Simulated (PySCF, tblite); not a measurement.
# C5H6ClFO: geometry, infrared bands and NMR shifts

Wanted: the infrared bands and NMR shifts of C5H6ClFO (`C[C@@]1(F)C[C@H]1C(=O)Cl`), by calculation.

Programs: tblite 0.8.0 and PySCF 2.14.0, with density-fitted response routines of our own. Each step states its level of theory. These are calculated values for one molecule in the gas phase, unless marked as measured. Atoms are numbered from 0 throughout.

### Step 1. The molecule as given

14 atoms, charge 0, multiplicity 1; geometry from: force field or distance geometry start.

Bonds of the start (Å): C0–C1 1.48, C1–F2 1.39, C1–C3 1.50, C3–C4 1.50, C4–C5 1.49, C5–O6 1.22, C5–Cl7 1.74, C4–C1 1.51, C0–H8 1.09, C0–H9 1.09, C0–H10 1.10, C3–H11 1.09, C3–H12 1.10, C4–H13 1.08.

### Step 2. Geometry optimisation with GFN2-xTB

What the job is given:

```
{"job": {"kind": "relax", "xc": "GFN2-xTB", "basis": "xTB"}, "charge": 0, "multiplicity": 1}
C     -1.434800     0.415900    -0.573400
C     -0.535100     0.275300     0.591100
F     -0.872100     1.026800     1.716400
C      0.064500    -1.065500     0.901700
C      0.956000     0.052600     0.443400
C      1.556800     0.042500    -0.922300
O      1.570700    -0.978900    -1.593000
Cl     2.188400     1.598200    -1.371600
H     -1.382500     1.436100    -0.962100
H     -1.209400    -0.276700    -1.379800
H     -2.478900     0.229200    -0.264100
H     -0.135400    -1.901000     0.236400
H      0.119000    -1.361600     1.962800
H      1.592400     0.506700     1.192300
```

The run is started by

```sh
OMP_NUM_THREADS=1 python probes_run.py task.json out
```

This one command runs all jobs of the session in turn.

What it wrote:

```text
step      E/eV     max force
  0    -737.10377    2.661
  1    -737.18993    3.032
  2    -737.25674    0.589
  3    -737.27736    0.463
  4    -737.29461    0.245
  5    -737.29895    0.167
  6    -737.30447    0.199
  7    -737.30648    0.146
  8    -737.30865    0.110
  9    -737.31061    0.133
 10    -737.31278    0.138
 11    -737.31467    0.123
 12    -737.31666    0.133
 13    -737.31900    0.163
 14    -737.32158    0.148
 15    -737.32375    0.109
 16    -737.32541    0.117
 17    -737.32715    0.123
 18    -737.32943    0.168
 19    -737.33224    0.171
 20    -737.33528    0.130
 21    -737.33826    0.158
 22    -737.34116    0.161
 23    -737.34417    0.162
 24    -737.34701    0.161
 25    -737.34925    0.105
 26    -737.35113    0.098
 27    -737.35308    0.144
 28    -737.35485    0.208
 29    -737.35639    0.280
 30    -737.35883    0.133
 31    -737.36145    0.113
 32    -737.36398    0.156
 33    -737.36808    0.225
 34    -737.37183    0.192
 35    -737.37534    0.138
 36    -737.37735    0.150
 37    -737.37846    0.088
 38    -737.37926    0.095
 39    -737.38047    0.125
 40    -737.38161    0.114
 41    -737.38277    0.089
 42    -737.38392    0.088
 43    -737.38483    0.068
 44    -737.38558    0.066
 45    -737.38626    0.084
 46    -737.38679    0.056
 47    -737.38719    0.121
 48    -737.38763    0.053
 49    -737.38832    0.058
 50    -737.38874    0.064
 51    -737.38911    0.044
 52    -737.38923    0.021
 53    -737.38928    0.020
 54    -737.38933    0.026
 55    -737.38938    0.026
 56    -737.38943    0.021
 57    -737.38949    0.017
 58    -737.38954    0.017
 59    -737.38957    0.017
 60    -737.38961    0.013
 61    -737.38964    0.012
 62    -737.38967    0.013
 63    -737.38970    0.013
 64    -737.38973    0.017
 65    -737.38975    0.024
 66    -737.38979    0.030
 67    -737.38983    0.029
 68    -737.38987    0.025
 69    -737.38991    0.016
 70    -737.38995    0.022
 71    -737.38998    0.025
 72    -737.39002    0.022
 73    -737.39004    0.015
 74    -737.39007    0.012
 75    -737.39009    0.016
 76    -737.39011    0.020
 77    -737.39013    0.015
 78    -737.39015    0.009
```

It took 0.77 s on 1 thread of Arm Neoverse N1, shared host; peak memory 0.18 GiB.

Step by step: (not every step is listed)

```
step  energy from step 0 (eV)  largest force (eV/Å)
   0                   0.0000                2.6613
   1                  -0.0862                3.0323
   2                  -0.1530                0.5886
   3                  -0.1736                0.4626
   4                  -0.1908                0.2454
   5                  -0.1952                0.1670
   6                  -0.2007                0.1989
   7                  -0.2027                0.1456
   8                  -0.2049                0.1102
  14                  -0.2178                0.1482
  20                  -0.2315                0.1300
  26                  -0.2474                0.0983
  32                  -0.2602                0.1561
  38                  -0.2755                0.0951
  44                  -0.2818                0.0656
  50                  -0.2850                0.0643
  56                  -0.2857                0.0215
  62                  -0.2859                0.0130
  68                  -0.2861                0.0252
  73                  -0.2863                0.0150
  74                  -0.2863                0.0119
  75                  -0.2863                0.0158
  76                  -0.2863                0.0201
  77                  -0.2864                0.0151
  78                  -0.2864                0.0088
```

Distances of close pairs at the start and the end, largest changes first:

```
  bond  before (Å)  after (Å)  change (Å)
 C5–O6       1.222      1.190      -0.032
 C4–C5       1.492      1.460      -0.032
C5–Cl7       1.738      1.770      +0.032
 C1–F2       1.394      1.369      -0.026
C3–H12       1.103      1.079      -0.024
 C3–C4       1.502      1.523      +0.022
 C0–C1       1.478      1.500      +0.021
 C1–C3       1.501      1.480      -0.021
```

The end geometry stands in the next job.

### Step 3. Infrared spectrum with GFN2-xTB

What the job is given:

```
{"job": {"kind": "ir", "xc": "GFN2-xTB", "basis": "xTB"}, "charge": 0, "multiplicity": 1}
C     -1.531740     0.357325    -0.567493
C     -0.583031     0.223642     0.586240
F     -0.958537     1.006227     1.644356
C      0.122692    -1.029379     0.935867
C      0.935359     0.150197     0.417480
C      1.504654     0.058079    -0.924227
O      1.128692    -0.603363    -1.838712
Cl     2.925952     1.095821    -1.110964
H     -1.607825     1.400866    -0.867740
H     -1.185553    -0.234662    -1.408489
H     -2.518458     0.010382    -0.265658
H      0.011641    -1.867161     0.265063
H      0.244412    -1.285749     1.976643
H      1.511066     0.717302     1.135468
```

What it wrote:

```text
mode    cm-1     km/mol
  1      50.7      0.74
  2     135.8      7.85
  3     152.9      4.61
  4     176.6      1.96
  5     281.2      1.62
  6     313.6      2.49
  7     353.9      2.97
  8     397.9     13.21
  9     448.1      7.04
 10     454.0      0.32
 11     620.6      7.34
 12     725.4    118.69
 13     741.5     14.44
 14     866.9     16.73
 15     889.7    154.25
 16     923.0     36.20
 17     976.1     13.41
 18     999.5     64.92
 19    1059.6      6.07
 20    1075.8      4.94
 21    1084.1     54.99
 22    1097.6     62.82
 23    1215.5     73.49
 24    1287.2    105.24
 25    1365.3     61.32
 26    1401.0     30.57
 27    1442.0     90.84
 28    1459.9     12.47
 29    1474.3      3.96
 30    1802.7    335.06
 31    3030.4     11.97
 32    3037.8      8.11
 33    3073.0      2.62
 34    3085.4      8.30
 35    3098.2      1.97
 36    3122.8      2.72
```

Run time: 0.68 s. Hardware: 1 thread of Arm Neoverse N1, shared host; peak memory 0.18 GiB.

Which atoms move in the most intense modes:

```
cm⁻¹  km/mol                                 atoms
 725   118.7             C5 38 %, C4 18 %, O6 11 %
 890   154.2  H12 16 %, F2 15 %, C3 14 %, H11 13 %
1000    64.9            H13 34 %, C4 22 %, C5 11 %
1098    62.8                     H13 41 %, C4 21 %
1216    73.5                               C1 50 %
1287   105.2            H13 42 %, C4 22 %, C1 20 %
1442    90.8  C3 24 %, C1 24 %, H11 15 %, H12 13 %
1803   335.1                      C5 61 %, O6 38 %
```

### Step 4. Shielding tensors: PBE0/pcSseg-1

The job, as its differences from that of step 3:

```diff
@@ -1,2 +1,2 @@
-{"job": {"kind": "ir", "xc": "GFN2-xTB", "basis": "xTB"}, "charge": 0, "multiplicity": 1}
+{"job": {"kind": "nmr", "xc": "PBE0", "basis": "pcSseg-1"}, "charge": 0, "multiplicity": 1}
 C     -1.531740     0.357325    -0.567493
```

Level: GIAO PBE0/pcSseg-1 NMR shielding, non-relativistic, gas phase.

What it wrote:

```text
coarse grid: 12952 points
cycle   1  E = -828.5572202665  dE =  1.350e+00  |g| = 9.113e-01  |ddm| = 3.395e+00
cycle   2  E = -828.0458709029  dE =  5.113e-01  |g| = 1.896e+00  |ddm| = 2.034e+00
cycle   3  E = -828.7028888693  dE = -6.570e-01  |g| = 2.485e-01  |ddm| = 1.577e+00
cycle   4  E = -828.7149485560  dE = -1.206e-02  |g| = 8.372e-02  |ddm| = 2.824e-01
cycle   5  E = -828.7160531993  dE = -1.105e-03  |g| = 2.485e-02  |ddm| = 7.685e-02
cycle   6  E = -828.7161779001  dE = -1.247e-04  |g| = 6.123e-03  |ddm| = 2.587e-02
cycle   7  E = -828.7161855606  dE = -7.661e-06  |g| = 1.664e-03  |ddm| = 6.470e-03
final grid: 122832 points
cycle   8  E = -828.7798761558  dE = -2.713e-05  |g| = 1.388e-02  |ddm| = 3.152e-02
cycle   9  E = -828.7797802465  dE =  9.591e-05  |g| = 2.665e-02  |ddm| = 2.913e-02
cycle  10  E = -828.7799119427  dE = -1.317e-04  |g| = 2.712e-03  |ddm| = 2.014e-02
cycle  11  E = -828.7799134326  dE = -1.490e-06  |g| = 4.949e-04  |ddm| = 2.322e-03
cycle  12  E = -828.7799134657  dE = -3.316e-08  |g| = 1.776e-04  |ddm| = 4.951e-04
cycle  13  E = -828.7799134709  dE = -5.187e-09  |g| = 2.774e-05  |ddm| = 1.291e-04
cycle  14  E = -828.7799134711  dE = -1.296e-10  |g| = 9.704e-06  |ddm| = 3.603e-05
converged SCF energy = -828.7799134711

GIAO shielding tensors (ppm)
atom      isotropic    diamagn.    paramagn.     s11        s22        s33       span
  0 C      169.814     248.874     -79.060    156.516    164.272    188.654     32.138
  1 C       98.467     244.620    -146.153     61.610     69.310    164.481    102.871
  2 F      349.694     473.938    -124.244    305.128    329.041    414.913    109.784
  3 C      159.085     253.317     -94.232    142.008    156.512    178.733     36.725
  4 C      147.817     256.978    -109.161    115.631    127.468    200.351     84.720
  5 C        3.311     248.182    -244.871   -101.468     51.711     59.691    161.159
  6 O     -219.368     400.208    -619.575   -589.148   -341.226    272.271    861.419
  7 Cl     440.816    1145.440    -704.624     39.532    327.627    955.288    915.755
  8 H       29.899      29.182       0.717     25.650     27.691     36.356     10.705
  9 H       30.018      30.522      -0.504     24.234     30.059     35.762     11.528
 10 H       29.762      28.300       1.462     25.507     27.272     36.508     11.001
 11 H       30.397      31.379      -0.982     26.021     28.049     37.121     11.100
 12 H       29.916      30.503      -0.588     25.192     26.539     38.017     12.825
 13 H       28.972      32.114      -3.142     22.426     29.891     34.599     12.173
```

Wall time 49 s (1 thread of Arm Neoverse N1, shared host); peak memory 0.78 GiB.

The references, computed at this level on geometries of the same kind, shield at (ppm): 1H TMS 31.72, 13C TMS 186.9, 19F CFCl3 170.9, 17O H2O 336.1, 35Cl HCl 950. Their shielding less the atom's gives the shift. The references are single molecules in the gas phase, so shifts against H2O, NH3, PH3, H3PO4 or CFCl3 are not on the usual liquid scales and can be off by tens of ppm. Atoms listed in one row are averaged.

```
      atoms                                   environment  σ (ppm)  δ (ppm)  δ scaled to CDCl3
         C5                               carbonyl carbon      3.3    183.6              177.3
         C1  three-membered-ring carbon bearing a halogen     98.5     88.5               84.4
         C4                    three-membered-ring carbon    147.8     39.1               36.3
         C3                    three-membered-ring carbon    159.1     27.8               25.3
         C0                                 methyl carbon    169.8     17.1               14.8
        H13      hydrogen on a three-membered-ring carbon    28.97     2.75               2.69
H8, H9, H10                   hydrogen on a methyl carbon    29.89     1.82               1.82
        H12      hydrogen on a three-membered-ring carbon    29.92     1.80               1.80
        H11      hydrogen on a three-membered-ring carbon    30.40     1.32               1.35
         F2                     fluorine on an sp3 carbon    349.7   -178.7                  –
         O6                               carbonyl oxygen   -219.4    555.4                  –
        Cl7                          chlorine bonded to C      441      509                  –
```

The scaled column applies a straight-line fit of computed shieldings to shifts measured in CDCl3, with any fitted terms for Cl, Br or S neighbours, and one for carbons that bear F (root-mean-square error 0.16 ppm for H, 1.9 ppm for C).

The run also stored atomic charges by several schemes (e):

```
atoms  Mulliken    IAO  Hirshfeld  ESP fit
   C0     -0.21  -0.45      -0.12    -0.60
   C1      0.12   0.34       0.11     0.37
   F2     -0.30  -0.30      -0.10    -0.21
   C3     -0.11  -0.29      -0.08    -0.31
   C4     -0.28  -0.22      -0.07    -0.14
   C5      0.33   0.36       0.18     0.38
   O6     -0.32  -0.37      -0.20    -0.35
  Cl7     -0.12  -0.09      -0.06    -0.14
```

Mayer bond orders: C0–C1 1.05, C1–F2 0.91, C1–C3 0.95, C3–C4 0.88, C4–C5 0.94, C5–O6 2.03, C5–Cl7 0.97, C4–C1 0.86.

Ring of atoms C1, C3, C4: NICS(0) -39.7, NICS(1) -7.7, NICS(1)zz -18.2 ppm (means of both faces; NICS(1) differs between them: -8.8 and -6.6).

In rings of three or four atoms NICS is ruled by the nearby σ bonds, so it says little on aromaticity.

Orbitals, density, ELF and potential are computed afterwards from the orbital file.

Frontier orbitals at PBE0/pcSseg-1, with the share of their density that lies nearest to each atom:

```
orbital  energy (eV)                                    lies on
   HOMO        -8.53  O6 23 %; C1, C4 about 15 % each; Cl7 13 %
   LUMO        -1.27                  C5 44 %; O6 26 %; Cl7 8 %
```

ELF in a plane through or near 5 of the atoms.

Ten even steps from ' ' (0.00) to '@' (0.99):
```
                                                        
                                                        
                                                        
                        ::****::                        
                        **@@@@**                        
                        ++@@@@==                        
                    ....--****::                        
                  --++****==**##==::                    
          ..      ==**==++**##****==                    
      ::==++==....++##--..**==::####--**@@%%::          
    ..++**%%##++==**@@@@**====%%@@####@@@@@@##          
    ::**%%%%####%%::..++--  ..++::##--@@@@@@**          
    ::**%%@@######++++++--  ..++**--==**%%##::          
    ..++##%%%%##::..----..    --++++--..                
      --++####++..    ..      ........                  
        ..----::                                        
                                                        
                                                        
                                                        
                                                        
```
The map spans 11.3 Å across and 9.8 Å up, centred on the molecule. Atoms in the plane (x, y in Å): C0 (1.5, -0.8), C1 (0.6, 0.4), C4 (-0.9, 0.4), C5 (-1.6, -0.7), H10 (2.5, -0.5).

log10 of the density (e/Å³) in the same plane.

Values, 10 rows by 14 columns:
```
-4.0 -4.0 -4.0 -4.0 -4.0 -4.0 -4.0 -4.0 -4.0 -4.0 -4.0 -4.0 -4.0 -4.0
-4.0 -4.0 -4.0 -4.0 -4.0 -3.8 -3.2 -3.0 -3.6 -4.0 -4.0 -4.0 -4.0 -4.0
-4.0 -4.0 -4.0 -4.0 -3.4 -2.4 -1.5 -1.2 -2.1 -3.0 -4.0 -4.0 -4.0 -4.0
-4.0 -4.0 -4.0 -3.2 -2.1 -1.3 -0.7 -0.4 -1.1 -1.9 -3.2 -4.0 -4.0 -4.0
-4.0 -3.2 -2.3 -1.9 -1.3 -0.1  0.2  0.2 -0.1 -1.1 -2.0 -2.9 -4.0 -4.0
-3.6 -2.0 -1.1 -0.4 -0.3  0.3 -0.1 -0.2  0.2  0.0 -0.4 -1.8 -3.3 -4.0
-3.4 -1.7 -0.6  0.1 -0.1 -0.1 -0.8 -1.0  0.1  0.0 -0.8 -2.1 -3.4 -4.0
-3.9 -2.3 -1.4 -0.9 -1.2 -1.4 -1.7 -1.9 -1.3 -1.4 -2.2 -3.1 -4.0 -4.0
-4.0 -3.7 -2.9 -2.5 -2.7 -3.1 -3.4 -3.4 -3.0 -3.0 -3.6 -4.0 -4.0 -4.0
-4.0 -4.0 -4.0 -4.0 -4.0 -4.0 -4.0 -4.0 -4.0 -4.0 -4.0 -4.0 -4.0 -4.0
```
The map spans 11.3 Å across and 9.8 Å up, centred on the molecule. Atoms in the plane (x, y in Å): C0 (1.5, -0.8), C1 (0.6, 0.4), C4 (-0.9, 0.4), C5 (-1.6, -0.7), H10 (2.5, -0.5).

On the surface of density 0.002 e/bohr³ the electrostatic potential runs, from the 1st to the 99th percentile, from -1.20 V near O6 to 1.19 V near H12.

### Step 5. Results

| quantity | value |
| --- | --- |
| strongest single infrared mode (GFN2-xTB) | 1803 cm⁻¹, 335 km/mol |
| zero-point energy (GFN2-xTB) | 62.5 kcal/mol |
| 13C shifts against TMS (PBE0/pcSseg-1) | 183.6, 88.5, 39.1, 27.8, 17.1 ppm |
| 1H shifts against TMS (PBE0/pcSseg-1, means over atoms taken as alike) | 2.75, 1.82, 1.80, 1.32 ppm |
| 19F shifts against CFCl3 (PBE0/pcSseg-1) | -178.7 ppm |
| 17O shifts against H2O (PBE0/pcSseg-1) | 555.4 ppm |
| 35Cl shifts against HCl (PBE0/pcSseg-1) | 509 ppm |
| surface potential, 1st and 99th percentile | -1.20 V and 1.19 V |

What this shows: The optimisation took 78 steps and gained 0.286 eV; among the close pairs (by a distance rule), C5–O6 changed most, from 1.222 to 1.190 Å. No mode is imaginary among the 36: a minimum at this level. The strongest single mode, at 1803 cm⁻¹, moves mainly C5 and O6. Unscaled tight-binding wavenumbers are off by several per cent, some by more. Its intensities can rank the bands wrongly. At PBE0/pcSseg-1: The widest tensor belongs to Cl7: span 916 ppm, with a paramagnetic part of -705 ppm. At PBE0/pcSseg-1, counted by nearest atom on the grid, the HOMO lies on O6 23 %; C1, C4 about 15 % each, the LUMO on C5 44 %; O6 26 %.
